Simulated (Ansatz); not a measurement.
# CsMgBiO3: the cost of one run

Computed with Ansatz 0.2.0 (DFT LDA, scalar-relativistic, plane waves, PAW, unless a step's input says otherwise).

## 1. Starting point

It takes space group R3m (No. 160, trigonal). The conventional cell has a = 6.461 Å, b = 6.461 Å, c = 11.391 Å, α = 90.00°, β = 90.00°, γ = 120.00°. Around Cs (site symmetry 3m) lie 9 O at 3.33 to 3.50 Å and 3 Bi at 3.74 Å and 3 Mg at 3.78 Å. Around Mg (site symmetry 3m) lie 3 O at 1.91 Å. Bi (site symmetry 3m) is surrounded by 3 O at 2.10 Å. O (site symmetry m) has 1 Mg at 1.91 Å and 1 Bi at 2.10 Å as nearest neighbours.

As a file:

```
Cs Mg Bi O
1.0
     3.23052    1.86514    3.79701
    -3.23052    1.86514    3.79701
     0.00000   -3.73028    3.79701
Cs Mg Bi O
1 1 1 3
Cartesian
  0.0000 0.0000 10.4488
  0.0000 0.0000 3.4423
  0.0000 0.0000 6.4393
  -1.5857 0.9155 7.4612
  0.0000 -1.8310 7.4612
  1.5857 0.9155 7.4612
```

The structure comes from the Materials Project (structure only).

(A quick probe on a coarse mesh, which set the mesh and smearing, is not shown.)

## 3. Rough relaxation on the coarse mesh

File input.yaml:

```yaml
crystal:
  lattice:
    - [3.2305168867, 1.8651397941, 3.7970092083]
    - [-3.2305168867, 1.8651397941, 3.7970092083]
    - [0.0, -3.7302795883, 3.7970092083]
  atoms:
    - { symbol: Cs, position: [0.91728165, 0.91728165, 0.91728165] }
    - { symbol: Mg, position: [0.30219174, 0.30219174, 0.30219174] }
    - { symbol: Bi, position: [0.56529855, 0.56529855, 0.56529855] }
    - { symbol: O, position: [0.49139226, 0.98223802, 0.49139226] }
    - { symbol: O, position: [0.49139226, 0.49139226, 0.98223802] }
    - { symbol: O, position: [0.98223802, 0.49139226, 0.49139226] }
basis:
  ecutwfc: 420
kpoints:
  mp_grid: { grid: [6, 6, 6] }
hamiltonian:
  xc: lda
scf:
  occupations: { method: gaussian, width: 0.1 }
output:
  forces: true
  stress: true
  eigenvalues: true
relax:
  adjacent_minimum: "off"
  f_tol: 0.05
  max_steps: 80
  cell: { stress_tol: 0.5 }
```

Command:

```bash
> ansatz run input.yaml --threads 1 --pin off --max-ram 2560MiB --backend cpu --events-out ev --progress --plain --runs-dir out
```

What time and memory should one allow on 1 thread of AMD EPYC 9R45 (Zen 5), shared host?

About 26 s, with a peak of 0.47 GiB.
